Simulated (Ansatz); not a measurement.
# C2H8AlNO: one species, many methods

An exercise on one series of results from a longer session: the logs are not shown, and one member is left open.

The runs use Ansatz 0.2.0, Gaussian basis; functionals in def2-TZVPP, the program's frozen cores in correlated methods.

Levels to be run: PBE-D4, r2SCAN-D4, PBE0-D4, B3LYP-D4, ωB97X-V, ωB97M-V, B2PLYP; CCSD(T)/def2-TZVPP; MP2/def2-QZVPP; extrapolation to the limit.

## Structure used throughout

All runs share one geometry, relaxed beforehand with PBE0-D4 in a triple-zeta def2 set.

13 atoms, charge 0, spin multiplicity 1.

Atoms are counted from 1 here; the program's logs count them from 0.

Bond lengths: N1–C2 1.407 Å, N1–H6 1.009 Å, N1–H7 1.011 Å, C2–O3 1.451 Å, C2–H8 1.091 Å, C2–H9 1.092 Å, O3–C4 1.486 Å, O3–Al5 1.928 Å, C4–Al5 1.950 Å, C4–H10 1.091 Å, C4–H11 1.088 Å, Al5–H12 1.585 Å, Al5–H13 1.593 Å. Angles: C2–N1–H6 114.0°, C2–N1–H7 113.3°, H6–N1–H7 109.9°, N1–C2–O3 116.6°, N1–C2–H8 110.2°, N1–C2–H9 110.0°, O3–C2–H8 103.6°, O3–C2–H9 106.2°, H8–C2–H9 109.9°, C2–O3–C4 119.3°, C2–O3–Al5 138.2°, C4–O3–Al5 68.3°, O3–C4–Al5 66.7°, O3–C4–H10 110.1°, O3–C4–H11 108.7°, Al5–C4–H10 118.1°, Al5–C4–H11 128.6°, H10–C4–H11 111.5° and more.

As a file:

```mol
C2H8AlNO
  3D, bonds by distance, orders not assigned

 13 13  0  0  0  0  0  0  0  0999 V2000
   -1.1863   -1.0316    0.9833 N   0  0
    0.0984   -1.2740    0.4628 C   0  0
    0.6673   -0.2342   -0.3736 O   0  0
    0.9438    1.1019    0.2159 C   0  0
    0.0492    1.1912   -1.5146 Al  0  0
   -1.2165   -0.2984    1.6764 H   0  0
   -1.8813   -0.8597    0.2696 H   0  0
    0.0820   -2.1480   -0.1898 H   0  0
    0.8080   -1.4325    1.2779 H   0  0
    0.3412    1.2485    1.1137 H   0  0
    2.0072    1.1743    0.4341 H   0  0
    0.8473    1.2461   -2.8823 H   0  0
   -1.5399    1.2817   -1.4585 H   0  0
  1  2  8  0
  1  6  8  0
  1  7  8  0
  2  3  8  0
  2  8  8  0
  2  9  8  0
  3  4  8  0
  3  5  8  0
  4  5  8  0
  4 10  8  0
  4 11  8  0
  5 12  8  0
  5 13  8  0
M  END
```

Set-up of the first run:

in.yaml

```yaml
crystal:
  periodic: [false, false, false]
  atoms:
    - {symbol: N, position_ang: [-1.186336, -1.031563, 0.983258]}
    - {symbol: C, position_ang: [0.098411, -1.274033, 0.462770]}
    - {symbol: O, position_ang: [0.667267, -0.234158, -0.373552]}
    - {symbol: C, position_ang: [0.943752, 1.101917, 0.215876]}
    - {symbol: Al, position_ang: [0.049155, 1.191204, -1.514562]}
    - {symbol: H, position_ang: [-1.216533, -0.298442, 1.676391]}
    - {symbol: H, position_ang: [-1.881312, -0.859743, 0.269627]}
    - {symbol: H, position_ang: [0.082012, -2.148031, -0.189791]}
    - {symbol: H, position_ang: [0.807971, -1.432539, 1.277919]}
    - {symbol: H, position_ang: [0.341211, 1.248506, 1.113710]}
    - {symbol: H, position_ang: [2.007232, 1.174310, 0.434134]}
    - {symbol: H, position_ang: [0.847296, 1.246128, -2.882276]}
    - {symbol: H, position_ang: [-1.539925, 1.281746, -1.458505]}
basis:
  gaussian: {orbitals: def2-TZVPP}
hamiltonian: {xc: pbe, dispersion: d4}
output: {forces: true, orbitals: {seedname: orbitals}}
```

Run with:

```sh
$ ansatz run in.yaml --threads 4 --pin off --events-out ev --progress --plain --max-ram 10444MiB
```

Steps of the session up to this table: PBE-D4 (GGA); r2SCAN-D4 (meta-GGA); PBE0-D4 (hybrid); B3LYP-D4 (hybrid); ωB97X-V (range-separated); ωB97M-V (range-separated); B2PLYP (double hybrid); CCSD(T) in def2-TZVPP; MP2 in def2-QZVPP.

One table of the session follows, with a row left open; its other results are not shown here.

| method | atomisation energy (eV) |
| --- | --- |
| PBE-D4 | 47.465 |
| r2SCAN-D4 | 46.645 |
| PBE0-D4 | 46.542 |
| B3LYP-D4 | 46.678 |
| ωB97X-V | 46.829 |
| ωB97M-V | ? |
| B2PLYP | 46.085 |
| HF/def2-TZVPP | 32.820 |
| MP2/def2-TZVPP | 45.901 |
| CCSD/def2-TZVPP | 44.682 |
| CCSD(T)/def2-TZVPP | 45.374 |
| MP2/CBS | 47.175 |
| CCSD(T)/CBS | 46.648 |

Q: Estimate the row for ωB97M-V from the others.

**Answer.** atomisation energy (eV): 46.819. In the column «atomisation energy (eV)» it lies between B3LYP-D4 (46.678) and ωB97X-V (46.829).
